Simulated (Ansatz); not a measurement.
# Co (Cobalt): the cost of one run

Method: DFT PBE, scalar-relativistic, plane waves, PAW, in Ansatz 0.2.0.

1 further run of the same task is left out (set aside as unsound or not needed).

## 1. The starting structure

It takes space group P6_3/mmc (No. 194, hexagonal). Conventional cell: a = 2.494 Å, b = 2.494 Å, c = 4.033 Å, α = 90.00°, β = 90.00°, γ = 120.00°. Co (site symmetry -6m2) is surrounded by 12 Co at 2.48 to 2.49 Å.

Coordinates:

```cif
data_structure
_symmetry_space_group_name_H-M 'P 1'
_symmetry_Int_Tables_number 1
_cell_length_a 2.4938
_cell_length_b 2.4938
_cell_length_c 4.0331
_cell_angle_alpha 90.000
_cell_angle_beta 90.000
_cell_angle_gamma 120.000
_cell_volume 21.72
loop_
_atom_site_label
_atom_site_type_symbol
_atom_site_fract_x
_atom_site_fract_y
_atom_site_fract_z
_atom_site_occupancy
Co1 Co 0.33333 0.66667 0.25000 1
Co2 Co 0.66667 0.33333 0.75000 1
```

It is the result of an earlier relaxation at this level (volume 10.86 Å³/atom; gap on the mesh: none (metal), site moments up to 1.7 μB).

## 2. Bands, states and charges

File input.yaml:

```yaml
crystal:
  lattice:
    - [2.4937685474, 0.0, 0.0]
    - [-1.2468842737, 2.1596669132, 0.0]
    - [0.0, 0.0, 4.0330681214]
  atoms:
    - { symbol: Co, position: [0.3333333333, 0.6666666667, 0.25], spin: 1.86 }
    - { symbol: Co, position: [0.6666666667, 0.3333333333, 0.75], spin: 1.86 }
basis:
  ecutwfc: 420
kpoints:
  mp_grid: { grid: [21, 21, 10] }
  band_path:
    path:
      - [[0.0, 0.0, 0.0], [0.5, 0.0, 0.0], [0.33333333, 0.33333333, 0.0], [0.0, 0.0, 0.0], [0.0, 0.0, 0.5], [0.5, 0.0, 0.5], [0.33333333, 0.33333333, 0.5], [0.0, 0.0, 0.5]]
      - [[0.5, 0.0, 0.5], [0.5, 0.0, 0.0]]
      - [[0.33333333, 0.33333333, 0.5], [0.33333333, 0.33333333, 0.0]]
    npoints: 14
hamiltonian:
  xc: pbe
scf:
  occupations: { method: gaussian, width: 0.1 }
  n_extra_bands: 6
output:
  forces: true
  stress: true
  eigenvalues: true
  populations: true
  dos: { projected: true, de: 0.02, nscf_kmesh: { grid: [32, 32, 15] } }
  bader: true
  write_density: true
  write_potential: true
  elf: true
  volumetric_format: npy
magnetization:
  spin_polarized: true
checkpoint:
  read: start.run
  write: ck
  compress: false
  write_wavefunctions: false
  write_every: 100000
```

Run with:

```console
$ ansatz run input.yaml --threads 1 --pin off --max-ram 2560MiB --backend cpu --events-out ev --progress --plain --runs-dir out
```

What time and memory should one allow on 1 thread of an Arm CPU, shared host?

About 50 s, with a peak of 0.56 GiB.
